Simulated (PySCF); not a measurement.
The system is F2GeClH, in a box.

```xyz
5
Lattice="12.0000 0.0000 0.0000 0.0000 12.0000 0.0000 0.0000 0.0000 12.0000" Properties=species:S:1:pos:R:3 pbc="T T T"
F     7.3608    6.8298    5.7095
Ge    5.7915    6.0988    6.0375
F     4.6593    7.4318    5.8621
Cl    5.4100    4.6707    4.5656
H     5.8027    5.5659    7.4954
```

The cell isn't the ideal one: atoms moved at random, drawn with an rms of 0.05 Å.

Base run:

| Property | Result |
| --- | --- |
| Program | PySCF 2.14.0 |
| Functional | TM |
| Potentials or basis | pob-tzvp-rev2 (all-electron) |
| k mesh | 1 × 1 × 1 |
| Occupations | fixed |
| Spin | no spin polarisation |

Its results: gap between the frontier levels 6.93 eV.

Question: After a change of settings the same cell gave: gap between the frontier levels 7.90 eV. Which change was it?
A. functional from TM to TPSSh
B. functional from TM to M06-2X
C. functional from TM to PW91; dispersion from none to D4

Answer: A.

TPSSh gives the wider gap, since exact exchange removes part of the self-interaction.

Caveats: this is a molecule in a periodic box at the Γ point, so its band gap is the HOMO-LUMO gap; relativity is left out, which matters for the heavier elements; the basis of atomic orbitals isn't converged, which shifts pressures, moduli and gaps.

Runs at the PBE level aren't shown here.
